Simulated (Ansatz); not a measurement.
# SnTe: stress in a strained cell

SnTe is deformed so: zz strain of -3 %. What stress and forces result, by LAPW, PAW and all-electron datasets made for the crystal?

Program: Ansatz 0.2.0. Level of theory: DFT LDA, scalar-relativistic. These are calculated values, not measurements.

## 1. The starting structure

It takes space group Fm-3m (No. 225, cubic). Conventional cell: a = 6.313 Å, b = 6.313 Å, c = 6.313 Å, α = 90.00°, β = 90.00°, γ = 90.00°. Sn (site symmetry m-3m) is surrounded by 6 Te at 3.16 Å. Around Te (site symmetry m-3m) lie 6 Sn at 3.16 Å.

As a file:

```
CELL_PARAMETERS angstrom
0.00000 3.15650 3.15650
3.15650 0.00000 3.15650
3.15650 3.15650 0.00000
ATOMIC_POSITIONS crystal
Sn 0.00000 0.00000 0.00000
Te 0.50000 0.50000 0.50000
```

Atoms are numbered in the order of the input: Sn1, Te2.

## 2. After the deformation

Space group Fm-3m before, I4/mmm after.

## 3. All-electron LAPW

File input.yaml:

```yaml
crystal:
  lattice:
    - [0.0, 3.1565, 3.061805]
    - [3.1565, 0.0, 3.061805]
    - [3.1565, 3.1565, 0.0]
  atoms:
    - { symbol: Sn, position: [0.0, 0.0, 0.0] }
    - { symbol: Te, position: [0.5, 0.5, 0.5] }
kpoints:
  mp_grid: { grid: [11, 11, 11] }
  band_path:
    path:
      - [0.0, 0.0, 0.0]
      - [0.0, 0.5, 0.5]
      - [0.25, 0.75, 0.5]
      - [0.0, 0.5, 0.0]
      - [0.0, 0.0, 0.0]
      - [0.5, 0.5, 0.0]
      - [0.3828515251, 0.6171484749, 0.0]
      - [-0.3828515251, 0.3828515251, 0.0]
      - [0.0, 0.0, 0.0]
    npoints: 5
scf:
  occupations: { method: fermi_dirac, width: 0.08 }
hamiltonian:
  xc: lda
  pseudopotentials: { kind: all_electron, lapw: { basis_error: 0.00025 } }
output:
  forces: true
  stress: true
  eigenvalues: true
```

On the command line:

```
ansatz run input.yaml --threads 1 --pin off --max-ram 3072MiB --backend cpu --events-out ev --progress --plain --runs-dir out
```

## 4. PAW on the default files

File input.yaml:

```yaml
crystal:
  lattice:
    - [0.0, 3.1565, 3.061805]
    - [3.1565, 0.0, 3.061805]
    - [3.1565, 3.1565, 0.0]
  atoms:
    - { symbol: Sn, position: [0.0, 0.0, 0.0] }
    - { symbol: Te, position: [0.5, 0.5, 0.5] }
kpoints:
  mp_grid: { grid: [11, 11, 11] }
scf:
  occupations: { method: fermi_dirac, width: 0.08 }
hamiltonian:
  xc: lda
  pseudopotentials: { kind: paw }
output:
  forces: true
  stress: true
  eigenvalues: true
  efg: { contact_densities: true }
  write_density: true
  write_potential: true
  elf: true
  volumetric_format: npy
```

## 5. All-electron PAW on datasets made for the crystal

Edit input.yaml of step 4 so:

```diff
@@ -14,3 +14,3 @@
   xc: lda
-  pseudopotentials: { kind: paw }
+  pseudopotentials: { kind: all_electron, datasets: crystal }
 output:
@@ -20,5 +20 @@
   efg: { contact_densities: true }
-  write_density: true
-  write_potential: true
-  elf: true
-  volumetric_format: npy
```

(Steps that only read results are left out.)

Before running it: what results should come out? Wanted: pressure; largest shear or deviatoric stress.

As calculated:

| quantity | value |
| --- | --- |
| pressure | LAPW -0.18, PAW -0.20, crystal datasets -0.18 GPa |
| largest shear or deviatoric stress (LAPW) | 2.97 GPa |

In words: The largest part of the stress beyond the pressure is 2.97 GPa in size, in the zz component; the atoms are carried along and not relaxed. No run of the undeformed cell stands beside it, so the pressure holds what the given cell had before the change. PAW: stress within 0.02 GPa of LAPW. Crystal datasets: stress within 0.01 GPa of LAPW. Spin-orbit coupling is left out, though the cell holds Te; in elements this heavy it can shift bands and gaps by tenths of an eV.
